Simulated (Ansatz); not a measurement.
**C6H10O: basis-set convergence**

The task here is to estimate one member of a computed series from the others.

Method: one geometry, several basis sets; program: Ansatz 0.2.0, Gaussian basis.

Levels to be run: PBE0-D4/def2-SVP; ωB97M-V/def2-SVP; PBE0-D4/def2-QZVPP; ωB97M-V/def2-QZVPP; the functionals' def2-TZVPP values are taken from earlier runs.

## The geometry

An earlier PBE0-D4 in a triple-zeta def2 set relaxation fixed the geometry.

SMILES `CC(=O)C=C(C)C`, 17 atoms, charge 0, spin multiplicity 1.

Atoms are counted from 1 here; the program's logs count them from 0.

Bond lengths: C1–C2 1.509 Å, C1–H8 1.094 Å, C1–H9 1.094 Å, C1–H10 1.088 Å, C2–O3 1.214 Å, C2–C4 1.476 Å, C4–C5 1.343 Å, C4–H11 1.087 Å, C5–C6 1.491 Å, C5–C7 1.494 Å, C6–H12 1.095 Å, C6–H13 1.096 Å, C6–H14 1.085 Å, C7–H15 1.090 Å, C7–H16 1.095 Å, C7–H17 1.095 Å. Angles: C2–C1–H8 110.2°, C2–C1–H9 110.1°, C2–C1–H10 109.9°, H8–C1–H9 106.8°, H8–C1–H10 109.9°, H9–C1–H10 109.8°, C1–C2–O3 120.6°, C1–C2–C4 114.5°, O3–C2–C4 124.9°, C2–C4–C5 127.9°, C2–C4–H11 114.7°, C5–C4–H11 117.4°, C4–C5–C6 125.1°, C4–C5–C7 119.9°, C6–C5–C7 115.0°, C5–C6–H12 109.6°, C5–C6–H13 109.4°, C5–C6–H14 112.4° and more.

The first run:

Input file in.yaml:

```yaml
crystal:
  periodic: [false, false, false]
  atoms:
    - {symbol: C, position_ang: [1.153643, -2.318514, -1.195405]}
    - {symbol: C, position_ang: [0.868514, -0.845652, -1.034450]}
    - {symbol: O, position_ang: [1.333704, -0.037579, -1.811838]}
    - {symbol: C, position_ang: [0.006470, -0.511747, 0.115624]}
    - {symbol: C, position_ang: [-0.439269, 0.698740, 0.488330]}
    - {symbol: C, position_ang: [-0.132582, 1.978510, -0.211867]}
    - {symbol: C, position_ang: [-1.313548, 0.832393, 1.692469]}
    - {symbol: H, position_ang: [0.218310, -2.874436, -1.309040]}
    - {symbol: H, position_ang: [1.646202, -2.706588, -0.298830]}
    - {symbol: H, position_ang: [1.788203, -2.480930, -2.064244]}
    - {symbol: H, position_ang: [-0.297160, -1.363885, 0.718322]}
    - {symbol: H, position_ang: [-1.066731, 2.489091, -0.469582]}
    - {symbol: H, position_ang: [0.401623, 2.648171, 0.471539]}
    - {symbol: H, position_ang: [0.464839, 1.828473, -1.105397]}
    - {symbol: H, position_ang: [-1.498121, -0.125302, 2.179492]}
    - {symbol: H, position_ang: [-2.275767, 1.275844, 1.415786]}
    - {symbol: H, position_ang: [-0.858320, 1.513421, 2.419092]}
basis:
  gaussian: {orbitals: def2-SVP}
hamiltonian: {xc: pbe0, dispersion: d4}
output: {orbitals: {seedname: orbitals}}
```

Run with:

```
$ ansatz run in.yaml --threads 2 --pin off --events-out ev --progress --plain --max-ram 32768MiB --backend cpu
```

Among the steps run: PBE0-D4 in def2-SVP; ωB97M-V in def2-SVP; PBE0-D4 in def2-QZVPP; ωB97M-V in def2-QZVPP.

One of the session's tables, all rows but one given; the rest of the session is left out.

It belongs to the step «Functionals by basis». 

| functional | basis | HOMO (eV) |
| --- | --- | --- |
| PBE0-D4 | def2-SVP | -6.84 |
| PBE0-D4 | def2-TZVPP | ? |
| PBE0-D4 | def2-QZVPP | -6.96 |
| ωB97M-V | def2-SVP | -9.25 |
| ωB97M-V | def2-TZVPP | -9.36 |
| ωB97M-V | def2-QZVPP | -9.38 |

**Question.** Estimate the row for PBE0-D4, def2-TZVPP.

As computed: HOMO (eV): -6.94. In the column «HOMO (eV)» it lies between PBE0-D4, def2-QZVPP (-6.96) and PBE0-D4, def2-SVP (-6.84).
